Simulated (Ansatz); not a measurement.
I need a formation energy from the elements of AlNi3 and its elements. Use the Python package of Ansatz (0.2.0). Use (first run): LDA, norm-conserving potentials, the default cutoff (1333 eV here), Gaussian smearing of 0.1 eV, collinear spin.

The script reads `alni3_alni3.xyz`:
```text
4
Lattice="3.52305473 0.0 0.0 0.0 3.52305473 0.0 0.0 0.0 3.52305473" Properties=species:S:1:pos:R:3:initial_magmoms:R:1 pbc="T T T"
Al    0.00000000    0.00000000    0.00000000  0.00
Ni    0.00000000    1.76152736    1.76152736  1.50
Ni    1.76152736    0.00000000    1.76152736  1.50
Ni    1.76152736    1.76152736    0.00000000  1.50
```

The script reads `alni3_al.xyz`:
```text
1
Lattice="0.0 2.024805 2.024805 2.024805 0.0 2.024805 2.024805 2.024805 0.0" Properties=species:S:1:pos:R:3 pbc="T T T"
Al    0.00000000    0.00000000    0.00000000
```

The script reads `alni3_ni.vasp`:
```text
Ni
1.0
   0.00000000    1.76193500    1.76193500
   1.76193500    0.00000000    1.76193500
   1.76193500    1.76193500    0.00000000
Ni
1
Direct
   0.00000000    0.00000000    0.00000000
```

Script `formation_alni3.py`:
```python
"""Heat of formation of AlNi3 at zero temperature, after relaxing cells and atoms."""

from collections import Counter
import warnings

import ansatz as az
from ase.io import read
import numpy as np
import pandas as pd

POLARISED = {"AlNi3", "Ni"}


def solve(name, crystal):
    calc = (
        crystal.calculation()
        .functional("lda")
        .pseudopotentials("nc")
        .accuracy("medium")
        .mixing("broyden", beta=0.1)
        .scf(tolerance=1e-05, extra_bands=4)
        .kpoints(spacing=0.26)
        .occupations("gaussian", width=0.1)
        .stress()
    )
    if name in POLARISED:
        calc = calc.spin("collinear")
    calc = calc.relax(force_tolerance=0.03, max_steps=60, cell=True)
    return calc.run(threads=1, pin="off")


def counts(outcome):
    return Counter(site.symbol for site in outcome.lattice.sites)

def formation_energy(outcome, mu):
    n = counts(outcome)
    return (outcome.report["energy_sigma0_ev"] - sum(k * mu[element] for element, k in n.items())) / sum(n.values())


def volume_per_atom(outcome):
    return abs(np.linalg.det(outcome.lattice.cell_ang)) / len(outcome.lattice.sites)

warnings.simplefilter("ignore", az.DeckWarning)

phases = {}
alni3 = az.Crystal.from_extxyz("alni3_alni3.xyz")
phases["AlNi3"] = alni3
al = az.Crystal.from_extxyz("alni3_al.xyz")
phases["Al"] = al
atoms = read("alni3_ni.vasp", format="vasp")
ni = az.Crystal.from_ase(atoms).moments(Ni=1.5)
phases["Ni"] = ni

done = {}
for name, crystal in phases.items():
    done[name] = solve(name, crystal)
    print(f"{name}: {done[name].report['energy_sigma0_ev']:.4f} eV, {len(done[name].lattice.sites)} atoms")

# energy of one atom in its reference phase
references = {"Al": "Al", "Ni": "Ni"}
mu = {element: done[name].report["energy_sigma0_ev"] / len(done[name].lattice.sites) for element, name in references.items()}

target = done["AlNi3"]
heat = formation_energy(target, mu)
rows = [(name, len(o.lattice.sites), volume_per_atom(o), formation_energy(o, mu)) for name, o in done.items()]
print(pd.DataFrame(rows, columns=["phase", "atoms", "V (A^3/atom)", "E_form (eV/atom)"]).round(4).to_string(index=False))
```

```console
$ python formation_alni3.py
AlNi3: -13753.5502 eV, 4 atoms
Al: -64.3124 eV, 1 atoms
Ni: -4562.4487 eV, 1 atoms
phase  atoms  V (A^3/atom)  E_form (eV/atom)
AlNi3      4       10.5184           -0.4729
   Al      1       15.7730            0.0000
   Ni      1       10.0153            0.0000
```

Caveats:
- The settings weren't tested for convergence.
- The magnetic order follows from the starting moments and needn't be the lowest.
- The program warned that this SCF threshold is loose for forces or stresses.
- The cells come from databases of deposited and of computed structures, and not all need be stable phases.
- The compound is the structure given, not necessarily its lowest; energies are at zero temperature, with no correction for gases. Magnetic phases start from parallel moments and may not end in their lowest magnetic state. A semilocal functional's error on such energies is often 0.05 to 0.1 eV an atom, and 0.1 to 0.3 eV against gases such as O2 or F2.
- The script silences the warnings on its input, which a real study should read.
- It ran for 110 s on 1 thread of Arm Neoverse V2, on a shared host, peak memory 0.65 GiB.

(Lines on the test bed's own set-up are left out of the output.)
